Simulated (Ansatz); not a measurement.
# ZnFI: the cell at several levels of theory

The task here is to estimate one member of a computed series from the others.

Program: Ansatz 0.2.0. PAW datasets, plane waves, zero pressure. These are computed values for a spin-unpolarised cell that may be hypothetical; none is a measurement.

### The cell

In-plane lattice: a = 3.114 Å, b = 3.114 Å, γ = 120.0°; thickness between the outer nuclei 2.53 Å. Zn has 3 F at 2.20 Å and 3 I at 2.20 Å; F has 3 Zn at 2.20 Å; I has 3 Zn at 2.20 Å.

Structure file:

```
CELL_PARAMETERS angstrom
3.11431 0.00000 0.00000
-1.55716 2.69708 0.00000
0.00000 0.00000 18.00000
ATOMIC_POSITIONS crystal
Zn 0.00000 0.00000 0.50000
F 0.33333 0.66667 0.57030
I 0.66667 0.33333 0.42970
```
The sheet repeats along a and b alone.

The first run:

Contents of input.yaml:

```yaml
crystal:
  lattice:
    - [3.11431418, 0.0, 0.0]
    - [-1.55715709, 2.6970751952, 0.0]
    - [0.0, 0.0, 18.0]
  atoms:
    - { symbol: Zn, position: [0.0, 0.0, 0.5] }
    - { symbol: F, position: [0.3333333333, 0.6666666667, 0.5703035713] }
    - { symbol: I, position: [0.6666666667, 0.3333333333, 0.4296964287] }
  periodic: [true, true, false]
kpoints:
  mp_grid: { grid: [12, 12, 1] }
hamiltonian:
  xc: pbe
scf:
  occupations: { method: fermi_dirac, width: 0.02 }
relax:
  f_tol: 0.005
  cell: {}
```

Launch:

```console
$ ansatz run input.yaml --threads 4 --pin off --max-ram 5529MiB --backend cpu --events-out ev --progress --plain --runs-dir out
```

Steps of the session up to this table: Relaxing with PBE; r2SCAN: cell and atoms; PBEsol: cell and atoms; Relaxing with LDA; Relaxing with HSE06.

One table of the session follows, with a row left open; its other results are not shown here.

It belongs to the step «The cells side by side». 

```
 level  a (Å)  area (Å²/atom)
   PBE  3.754           4.068
r2SCAN  3.716           3.987
PBEsol  3.679           3.908
   LDA  3.631           3.807
 HSE06      ?               ?
```

Q: Estimate the row for HSE06 from the others.

The run gave: a (Å): 3.718; area (Å²/atom): 3.991. In the column «a (Å)» it lies between r2SCAN (3.716) and PBE (3.754).

In words: The first relaxation changed the area by +45.3 % from the start. LDA gives the smallest cell and PBE the largest; they differ by 6.9 % in area, a mean of 3.4 % in length. The meshes differ: PBE 12×12×1, r2SCAN 12×12×1, PBEsol 12×12×1, LDA 12×12×1, HSE06 6×6×1.

Caveats from the session: Warnings in the runs' records: slab cell height set, xc potential rough in thin density.
